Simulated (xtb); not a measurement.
# GFN1-xTB run of Si2H2Cl2F (SMILES F[SiH](Cl)[SiH]Cl)

Aim: a structure relaxation of Si2H2Cl2F. 

The results are computed with xtb 6.7.1 later snapshot.

1 further run of the same task is left out (set aside as unsound or not needed).

## (1) The system as given

The species is Si2H2Cl2F (7 atoms), meant as a doublet with charge 0. SMILES: `F[SiH](Cl)[SiH]Cl`. All atoms were displaced at random from a relaxed shape. The run starts from this shape.

Bond lengths: F1–Si2 1.544 Å, Si2–Cl3 2.040 Å, Si2–Si4 2.348 Å, Si4–Cl5 1.969 Å, Si2–H6 1.581 Å, Si4–H7 1.440 Å. Angles: F1–Si2–Cl3 110.9°, F1–Si2–Si4 110.7°, Cl3–Si2–Si4 104.7°, Si2–Si4–Cl5 111.3°, F1–Si2–H6 109.1°, Cl3–Si2–H6 105.5°, Si4–Si2–H6 115.8°, Si2–Si4–H7 111.9°, Cl5–Si4–H7 110.0°.

## (2) A geometry optimisation at GFN1-xTB

Contents of xtb.inp:

```
$opt
   engine=inertial
$end
```

Contents of mol.xyz:

```xyz
7
start
F     -2.01231000     0.41942000     0.64946000
Si    -0.46969000     0.37916000     0.70225000
Cl     0.17580000    -0.52436000     2.41303000
Si     0.38651000    -0.95094000    -1.03276000
Cl     0.10232000    -0.10748000    -2.78911000
H      0.08360000     1.85874000     0.77116000
H      1.78429000    -1.24184000    -0.84679000
```

The run is started by

```
$ xtb mol.xyz --uhf 1 --input xtb.inp --gfn 1 --opt tight | tee run.log
```

Q: Predict the results. Wanted: total energy at the end; dipole moment; HOMO energy; LUMO energy; dispersion energy.

**Answer.** As computed:

Level: GFN1-xTB.

| quantity | value |
| --- | --- |
| total energy at the end | -18.58660 Eh |
| dipole moment | 1.23 D |
| HOMO energy (partly filled) | -8.76 eV |
| LUMO energy | -6.23 eV |
| dispersion energy | -8.74 kJ/mol |

What this shows: At the final geometry: Bond lengths: F1–Si2 1.605 Å, Si2–Cl3 2.024 Å, Si2–Si4 2.324 Å, Si4–Cl5 2.022 Å, Si2–H6 1.457 Å, Si4–H7 1.474 Å. Angles: F1–Si2–Cl3 108.2°, F1–Si2–Si4 103.9°, Cl3–Si2–Si4 108.7°, Si2–Si4–Cl5 118.2°, F1–Si2–H6 100.2°, Cl3–Si2–H6 106.8°, Si4–Si2–H6 127.5°, Si2–Si4–H7 113.6°, Cl5–Si4–H7 104.1°. The optimisation took 85 steps and changed the energy by -0.302 eV.
